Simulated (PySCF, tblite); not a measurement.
**C6H4F2N radical: geometry, infrared bands and EPR parameters**

Aim: predict the infrared bands and EPR parameters of C6H4F2N radical (`[NH]c1cc(F)ccc1F`).

The runs use tblite 0.8.0 and PySCF 2.14.0, with density-fitted response routines of our own; the level of theory stands in each step. All values are computed, except where a source is named. Atoms are numbered from 0 throughout.

## Step 1: The starting structure

13 atoms, charge 0, multiplicity 2; geometry from: force field or distance geometry start.

Bonds of the start (Å): N0–C1 1.36, C1–C2 1.39, C2–C3 1.41, C3–F4 1.33, C3–C5 1.40, C5–C6 1.39, C6–C7 1.40, C7–F8 1.35, C7–C1 1.41, N0–H9 1.03, C2–H10 1.08, C5–H11 1.08, C6–H12 1.09.

## Step 2: Relaxing the molecule with GFN2-xTB

What the job is given:

```
{"job": {"kind": "relax", "xc": "GFN2-xTB", "basis": "xTB"}, "charge": 0, "multiplicity": 2}
N      2.478900    -0.436200    -0.237000
C      1.145500    -0.183800    -0.126100
C      0.655600     1.050100    -0.522700
C     -0.713500     1.355600    -0.427900
F     -1.169600     2.543400    -0.811700
C     -1.615400     0.419700     0.093500
C     -1.134600    -0.817400     0.506300
C      0.233000    -1.110000     0.407100
F      0.642600    -2.329700     0.817000
H      2.626400    -1.386800     0.119600
H      1.320600     1.797100    -0.934500
H     -2.664900     0.666200     0.171800
H     -1.809000    -1.567600     0.926900
```

Run with:

```bash
OMP_NUM_THREADS=1 python probes_run.py task.json out
```

This one command runs all jobs of the session in turn.

**Question.** This job is followed by: GFN2-xTB harmonic vibrations, gas phase; UKS B3LYP, pcH-1 on C F H N, non-relativistic, mean-field spin-orbit, GIAO. Predict these results of the whole session: strongest single infrared mode (GFN2-xTB); zero-point energy (GFN2-xTB); g(iso) (B3LYP); ⟨S²⟩; largest a(iso); surface potential, 1st and 99th percentile.

As calculated:

| quantity | value |
| --- | --- |
| strongest single infrared mode (GFN2-xTB) | 1423 cm⁻¹, 140 km/mol |
| zero-point energy (GFN2-xTB) | 53.0 kcal/mol |
| g(iso) (B3LYP) | 2.00369 |
| ⟨S²⟩ | 0.788 (exact 0.75) |
| largest a(iso) | 19F on F8, 43.7 MHz |
| surface potential, 1st and 99th percentile | -1.59 V and 1.41 V |

In words: Over 20 steps the energy fell by 0.211 eV; of the close pairs, N0–C1 changed most, 1.362 to 1.299 Å. No mode is imaginary among the 33: a minimum at this level. The strongest single mode, at 1423 cm⁻¹, is spread over several atoms, C6, C3, C7, C1 among them. Unscaled tight-binding wavenumbers are off by several per cent, some by more. Its intensities can rank the bands wrongly. N0 carries the largest spin population, 0.57 e. The isotropic g lies 1.4 ppt above the free-electron value.
